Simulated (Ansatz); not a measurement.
# Ga7Si: the cost of one run

Method: DFT PBE, scalar-relativistic, plane waves, PAW, in Ansatz 0.2.0.

### Step 1. The structure to begin with

The cell holds 16 atoms (Ga14Si2): a = 5.985 Å, b = 5.985 Å, c = 9.575 Å, α = 90.00°, β = 90.00°, γ = 120.00°.

The sites of an ideal hcp lattice, at a guessed lattice constant, take 2 Si, 14 Ga (sublattices apart by semicolons), with a shake of 0.02 Å. Warren-Cowley parameters of the first shell (negative: unlike neighbours preferred): Ga-Si -0.14. In a cell this small the draw can fall short of the order aimed at.

Coordinates:

```xyz
16
Lattice="2.9923 -5.1828 0.0000 2.9923 5.1828 0.0000 0.0000 0.0000 9.5754" Properties=species:S:1:pos:R:3 pbc="T T T"
Si    2.9974   -3.4879    5.9309
Si    2.9997    1.7477    1.1782
Ga    1.4651   -0.8475    1.2150
Ga    1.5117   -0.8808    5.9814
Ga    3.0374   -3.4264    1.1965
Ga    2.9686    1.7250    5.9524
Ga    4.4716   -0.8819    1.2398
Ga    4.5257   -0.8944    5.9846
Ga    2.9846   -1.7645    3.5872
Ga    2.9991   -1.7331    8.3824
Ga    1.4948    0.8385    3.5803
Ga    1.4688    0.8709    8.3893
Ga    4.4572    0.8491    3.5752
Ga    4.4918    0.8447    8.3963
Ga    2.9699    3.4834    3.5694
Ga    3.0118    3.4795    8.3912
```

### Step 2. Relaxing on a coarse mesh

A cheap relaxation: coarse mesh, no symmetry, loose thresholds.

input.yaml reads:

```yaml
crystal:
  lattice:
    - [2.99230104, -5.1828174, 0.0]
    - [2.99230104, 5.1828174, 0.0]
    - [0.0, 0.0, 9.57536332]
  atoms:
    - { symbol: Si, position: [0.8373334777, 0.1643565788, 0.6193951517] }
    - { symbol: Si, position: [0.3326356811, 0.6698384341, 0.1230400207] }
    - { symbol: Ga, position: [0.3265799561, 0.1630526394, 0.1268923441] }
    - { symbol: Ga, position: [0.3375766952, 0.1676258075, 0.6246693412] }
    - { symbol: Ga, position: [0.8380952024, 0.1769917553, 0.1249525999] }
    - { symbol: Ga, position: [0.3296207797, 0.6624509838, 0.6216412613] }
    - { symbol: Ga, position: [0.8322571198, 0.662100614, 0.1294777655] }
    - { symbol: Ga, position: [0.8425145429, 0.6699389033, 0.6250000695] }
    - { symbol: Ga, position: [0.6689324601, 0.3284867328, 0.3746274438] }
    - { symbol: Ga, position: [0.6683361639, 0.3339395206, 0.8754147173] }
    - { symbol: Ga, position: [0.1688827964, 0.3306743673, 0.3739058464] }
    - { symbol: Ga, position: [0.1614031251, 0.3294414022, 0.8761375079] }
    - { symbol: Ga, position: [0.66286687, 0.8266984429, 0.3733714217] }
    - { symbol: Ga, position: [0.6690758372, 0.832054286, 0.8768695729] }
    - { symbol: Ga, position: [0.1602101916, 0.8323175777, 0.3727682691] }
    - { symbol: Ga, position: [0.167575271, 0.8389358465, 0.8763370412] }
  symmetry: { detect: false }
basis:
  ecutwfc: 420
kpoints:
  mp_grid: { grid: [3, 3, 2], shift: [0.0, 0.0, 0.5] }
hamiltonian:
  xc: pbe
scf:
  occupations: { method: gaussian, width: 0.1 }
  lower_state_search: "off"
output:
  forces: true
  stress: true
  eigenvalues: true
relax:
  adjacent_minimum: "off"
  f_tol: 0.04
  max_steps: 50
  cell: { stress_tol: 0.3 }
```

Launch:

```sh
> ansatz run input.yaml --threads 4 --pin off --max-ram 9216MiB --backend cpu --events-out ev --progress --plain --runs-dir out
```

Q: Estimate wall time and peak memory on 4 threads of Intel Xeon 6975P-C (Granite Rapids), shared host.

About 2.3 min, with a peak of 1.1 GiB.
